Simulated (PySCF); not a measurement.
**Pb⁻ (quartet) at other levels of theory**

Starting from one script, swap the method and compare what comes out for Pb⁻ (quartet).

Computed with PySCF 2.14.0. Level: method and basis as typed in the scripts.

1 further run of the same task is left out (it didn't finish).

### 1 The atom

Pb⁻ (quartet): 1 atom, charge -1, spin multiplicity 4.

### 2 Base script

File input.py:

```python
from pyscf import gto, dft

mol = gto.M(
    atom='Pb 0 0 0',
    basis='jorge-dzp-dkh',
    charge=-1,
    spin=3,
    verbose=4,
)
mf = dft.UKS(mol, xc='o3lyp')
mf = mf.sfx2c1e()
mf.kernel()
mf.analyze()
print('orbital energies (hartree):', [e[max(0, n-3):n+3].round(4) for e, n in zip(mf.mo_energy, mol.nelec)])
```

On the command line:

```
$ OMP_NUM_THREADS=1 python input.py
```

### 3 NEVPT2 (ROHF)

Variant 1 changes step after the SCF: analyze → nevpt2; SCF type: UKS → ROHF; functional: o3lyp → none (Hartree–Fock); active space: none → 3 electrons in 4 orbitals.

File input.py:

```python
from pyscf import gto, scf, mcscf, mrpt

mol = gto.M(
    atom='Pb 0 0 0',
    basis='jorge-dzp-dkh',
    charge=-1,
    spin=3,
    verbose=4,
)
mf = scf.ROHF(mol)
mf = mf.sfx2c1e()
mf.kernel()
mc = mcscf.CASSCF(mf, 4, 3)
mc.kernel()
mc.analyze()
mrpt.NEVPT(mc).kernel()
mf.dip_moment()
print('orbital energies (hartree):', mf.mo_energy[..., max(0, mol.nelec[1]-3):mol.nelec[0]+3].round(4))
```

### 4 Wb97x-v

Variant 2 changes functional: o3lyp → wb97x-v.

Edit input.py of step 2 so:

```diff
@@ -9,3 +9,3 @@
 )
-mf = dft.UKS(mol, xc='o3lyp')
+mf = dft.UKS(mol, xc='wb97x-v')
 mf = mf.sfx2c1e()
```

### 5 Bp86

Variant 3 changes functional: o3lyp → bp86.

Edit input.py of step 2 so:

```diff
@@ -9,3 +9,3 @@
 )
-mf = dft.UKS(mol, xc='o3lyp')
+mf = dft.UKS(mol, xc='bp86')
 mf = mf.sfx2c1e()
```

### 6 Wb97m-v

Variant 4 changes functional: o3lyp → wb97m-v.

Edit input.py of step 2 so:

```diff
@@ -9,3 +9,3 @@
 )
-mf = dft.UKS(mol, xc='o3lyp')
+mf = dft.UKS(mol, xc='wb97m-v')
 mf = mf.sfx2c1e()
```

### 7 0.5*hf+0.5*b88,lyp

Variant 5 changes functional: o3lyp → 0.5*hf+0.5*b88,lyp.

Edit input.py of step 2 so:

```diff
@@ -9,3 +9,3 @@
 )
-mf = dft.UKS(mol, xc='o3lyp')
+mf = dft.UKS(mol, xc='0.5*hf+0.5*b88,lyp')
 mf = mf.sfx2c1e()
```

**Question.** What will these runs give? Wanted: for each run, E(SCF); from base; gap, α spin; after the SCF.

The runs gave:

| run | E(SCF) (hartree) | from base (eV) | cycles | gap, α spin (eV) | after the SCF |
| --- | --- | --- | --- | --- | --- |
| base | -20881.807290 | 0 | 8 | 6.75 | n/a |
| NEVPT2 (ROHF) | -20870.723380 | not comparable | 7 | n/a | NEVPT2 correlation -13.634 eV (from the SCF energy, the CASSCF gain included) |
| wb97x-v | -20876.575123 | not comparable | 8 | 11.52 | n/a |
| bp86 | -20878.975700 | not comparable | 8 | 5.91 | n/a |
| wb97m-v | -20875.410442 | not comparable | 8 | 11.45 | n/a |
| 0.5*hf+0.5*b88,lyp | -20876.401903 | not comparable | 7 | 9.34 | n/a |

What this shows: The highest filled level of this anion is positive: the basis lacks diffuse functions or the electron is not bound, so these numbers hang on the basis. The α-spin gap between the frontier levels is 5.9 eV with bp86 (0 % exact exchange) and 6.7 eV with o3lyp (12 %). Total energies of different functionals can't be compared with each other; differences within one functional can. The dearest run is “wb97m-v”, at 24 s against 3 s.
